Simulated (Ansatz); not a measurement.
**ClH₃O₂SZr: one species, many methods**

The task here is to estimate one member of a computed series from the others.

Method: functionals in def2-TZVPP, the program's frozen cores in correlated methods; program: Ansatz 0.2.0, Gaussian basis.

Plan: PBE-D4, r2SCAN-D4, PBE0-D4, B3LYP-D4, ωB97X-V, ωB97M-V, B2PLYP; CCSD(T)/def2-TZVPP; MP2/def2-QZVPP; extrapolation to the limit.

### Structure used throughout

An earlier PBE0-D4 in a triple-zeta def2 set relaxation fixed the geometry. Zr takes the def2 core potential; no spin-orbit term is included.

SMILES `[OH][Zr]([OH])([SH])[Cl]`, 8 atoms, charge 0, spin multiplicity 1.

Atoms are counted from 1 here; the program's logs count them from 0.

Bond lengths: O1–Zr2 1.900 Å, O1–H6 0.953 Å, Zr2–O3 1.896 Å, Zr2–S4 2.454 Å, Zr2–Cl5 2.365 Å, O3–H7 0.953 Å, S4–H8 1.347 Å. Angles: Zr2–O1–H6 169.0°, O1–Zr2–O3 114.2°, O1–Zr2–S4 108.1°, O1–Zr2–Cl5 108.3°, O3–Zr2–S4 105.5°, O3–Zr2–Cl5 110.0°, S4–Zr2–Cl5 110.7°, Zr2–O3–H7 169.6°, Zr2–S4–H8 91.4°.

The first run:

Contents of in.yaml:

```yaml
crystal:
  periodic: [false, false, false]
  atoms:
    - {symbol: O, position_ang: [-1.416161, 0.569880, -0.781909]}
    - {symbol: Zr, position_ang: [0.146918, 0.190821, 0.229398]}
    - {symbol: O, position_ang: [-0.156893, -0.891614, 1.756355]}
    - {symbol: S, position_ang: [1.681649, -1.094847, -1.189741]}
    - {symbol: Cl, position_ang: [1.128440, 2.243258, 0.875034]}
    - {symbol: H, position_ang: [-2.289151, 0.697949, -1.142166]}
    - {symbol: H, position_ang: [-0.470729, -1.375175, 2.515693]}
    - {symbol: H, position_ang: [1.375918, -0.340273, -2.262664]}
basis:
  gaussian: {orbitals: def2-TZVPP}
hamiltonian: {xc: pbe, dispersion: d4}
output: {forces: true, orbitals: {seedname: orbitals}}
```

Command:

```sh
$ ansatz run in.yaml --threads 2 --pin off --events-out ev --progress --plain --max-ram 22528MiB --backend cpu
```

Steps of the session up to this table: PBE-D4 (GGA); r2SCAN-D4 (meta-GGA); PBE0-D4 (hybrid); B3LYP-D4 (hybrid); ωB97X-V (range-separated); ωB97M-V (range-separated); B2PLYP (double hybrid).

One of the session's tables, all rows but one given; the rest of the session is left out.

It belongs to the step «Orbital energies across the functionals». 

| functional | HOMO (eV) | gap (eV) |
| --- | --- | --- |
| PBE-D4 | -6.24 | 4.33 |
| r2SCAN-D4 | ? | ? |
| PBE0-D4 | -7.45 | 6.37 |
| B3LYP-D4 | -7.19 | 5.90 |
| ωB97X-V | -9.75 | 10.73 |
| ωB97M-V | -9.59 | 10.08 |

Q: Estimate the row for r2SCAN-D4 from the others.

As computed: HOMO (eV): -6.53; gap (eV): 4.79. In the column «HOMO (eV)» it lies between B3LYP-D4 (-7.19) and PBE-D4 (-6.24).
